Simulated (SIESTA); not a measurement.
Crystal: ErSi2.

```
CELL_PARAMETERS angstrom
4.07007 0.00000 0.00000
-2.03504 3.52478 0.00000
0.00000 0.00000 3.86153
ATOMIC_POSITIONS crystal
Er 0.00000 0.00000 0.00000
Si 0.33333 0.66667 0.50000
Si 0.66667 0.33333 0.50000
```

The cell comes from a database or a generator and needn't be the stable form of this composition.

```yaml
Program: SIESTA 5.4.2
Task: single point
Functional: PBEsol
Potentials_or_basis: PseudoDojo 0.4 standard with PseudoDojo 3+ lanthanides (4f in the core) (PBE and PBEsol files)
Basis: DZP (energy shift 0.003 Ry; two zetas on semicore shells)
Grid_cutoff: 800 Ry
Energy_shift: 0.003 Ry
k_mesh: 8 × 8 × 7
Occupations: fermi-dirac, width 0.05 eV
Spin: collinear spin, ferromagnetic start
Starting_moments: "[3.0, 0.0, 0.0] μB"
```

On this cell: pressure -1.8 GPa; largest force under 0.003 eV/Å; net moment 0.00 μB per cell; band gap on the k mesh none (metal or under the smearing width).

The same run follows on a disturbed copy (atoms moved at random, drawn with an rms of 0.05 Å):

```
Er Si
1.0
     4.07007    0.00000    0.00000
    -2.03504    3.52478    0.00000
     0.00000    0.00000    3.86153
Er Si
1 2
Direct
  0.02017 0.00773 0.00313
  0.33761 0.67675 0.49978
  0.66397 0.32184 0.49449
```

**Question.** What changes?

**Answer.** The energy (extrapolated to zero smearing) moves by +14.3 meV/atom; pressure -1.4 GPa; largest force 0.865 eV/Å; net moment 0.00 μB per cell; band gap on the k mesh none (metal or under the smearing width).

Forces in eV/Å, atoms in the order of the input:
```
Er  -0.264 -0.097 -0.197
Si   0.238 -0.760  0.088
Si   0.026  0.857  0.109
```

Stress tensor (GPa, compression positive):
```
-3.14  0.51  0.10
 0.51  1.41  0.06
 0.10  0.06 -2.55
```

Caveats: the magnetic or orbital state may not be the lowest; the potentials were made for another functional, which shifts forces and pressure; short orbitals over semicore shells can move pressures by several GPa; spin-orbit coupling is left out, which moves the levels of the heavy elements; the 4f electrons are frozen in the core as for a trivalent ion, so they carry no moment and show no levels; the basis of atomic orbitals isn't converged, which shifts pressures, moduli and gaps.
